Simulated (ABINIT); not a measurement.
CrN2 in ABINIT: the effect of functional

The system is CrN2.

```xyz
6
Lattice="3.9018 0.0000 0.0000 0.0000 4.8095 0.0000 0.0000 0.0000 2.7842" Properties=species:S:1:pos:R:3 pbc="T T T"
Cr    0.0000    0.0000    0.0000
Cr    1.9509    2.4048    1.3921
N     3.3796    2.8317    0.0000
N     0.5222    1.9778    0.0000
N     1.4287    4.3825    1.3921
N     2.4731    0.4270    1.3921
```

The cell comes from a database or a generator and needn't be the stable form of this composition.

Alike in all runs:

```yaml
Program: ABINIT 10.8.3 (patched build)
Task: band structure
Cutoff: 707 eV
k_mesh: 5 × 4 × 7
Occupations: fermi-dirac, width 0.05 eV
Spin: collinear spin, ferromagnetic start
Starting_moments: "[3.0, 3.0, 0.0, 0.0, 0.0, 0.0] μB"
```

One run gave: pressure -1.0 GPa; moment 4.23 μB; largest force 0.06 eV/Å. Which functional did it use?
A. PBE
B. PBEsol
C. LDA

A.

| functional | potentials or basis | pressure (GPa) | moment (μB) | largest force (eV/Å) |
| --- | --- | --- | --- | --- |
| PBEsol | JTH PAW PBE v2.0 | -9.7 | 4.22 | 0.08 |
| LDA | JTH PAW LDA v2.0 | -16.0 | 4.17 | 0.34 |
| PBE | JTH PAW PBE v2.0 | -1.0 | 4.23 | 0.06 |

Caveats: only a ferromagnetic start was run, and an antiferromagnetic order may lie lower in energy; the PAW data sets were made with another functional, which shifts forces and pressure a little (some runs).
